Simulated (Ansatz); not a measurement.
# Sn: how the settings move a relaxation

Question: which choices in the input matter for Sn?

Method: reference: DFT, PBEsol, PAW with Ansatz's default frozen-core files, scalar-relativistic; relaxation of cell and atoms, in Ansatz 0.2.0.

### 1 The starting structure

It takes space group Fd-3m (No. 227, cubic). Conventional cell: a = 6.467 Å, b = 6.467 Å, c = 6.467 Å, α = 90.00°, β = 90.00°, γ = 90.00°. Sn (site symmetry -43m) has 4 Sn at 2.80 Å in its first shell of neighbours.

Coordinates:

```
Sn
1.0
     0.00000    3.23334    3.23334
     3.23334    0.00000    3.23334
     3.23334    3.23334    0.00000
Sn
2
Cartesian
  3.2333 3.2333 3.2333
  4.8500 4.8500 4.8500
```

### 2 The reference run

input.yaml

```yaml
crystal:
  lattice:
    - [0.0, 3.2333428, 3.2333428]
    - [3.2333428, 0.0, 3.2333428]
    - [3.2333428, 3.2333428, 0.0]
  atoms:
    - { symbol: Sn, position: [0.5, 0.5, 0.5] }
    - { symbol: Sn, position: [0.75, 0.75, 0.75] }
kpoints:
  mp_grid: { grid: [10, 10, 10] }
scf:
  occupations: { method: fermi_dirac, width: 0.1 }
hamiltonian:
  xc: pbesol
  pseudopotentials: { kind: paw }
relax:
  f_tol: 0.002
  max_steps: 80
  cell: {}
output:
  forces: true
  stress: true
  write_density: true
  write_potential: true
  elf: true
  volumetric_format: npy
```

Launch:

```console
> ansatz run input.yaml --threads 1 --pin off --max-ram 3072MiB --backend cpu --events-out ev --progress --plain --runs-dir out
```

### 3 Variant: ecutrho_ratio 6

input.yaml, as its differences from that of step 2:

```diff
@@ -22,5 +22,3 @@
   stress: true
-  write_density: true
-  write_potential: true
-  elf: true
-  volumetric_format: npy
+basis:
+  ecutrho_ratio: 6
```

Before running it: what results should come out? Wanted: for each run, ending; energy change; pressure; gap; force.

The runs gave:

| run | ending | energy change | pressure (GPa) | gap (eV) | force (eV/Å) | cycles | time |
| --- | --- | --- | --- | --- | --- | --- | --- |
| reference | converged | 0 | 0.0 | 0.00 | 0.00 | 28 | 15 s |
| 1: ecutrho_ratio 6 | converged | 0.0 meV/atom | 0.0 | 0.00 | 0.00 | 28 | 14 s |

Times don't compare one to one where runs were asked for different outputs or read a saved state (see the inputs); cycles may leave out searches for a lower state.

The changed input (numerical grids) leaves the energy the same to the digits printed.
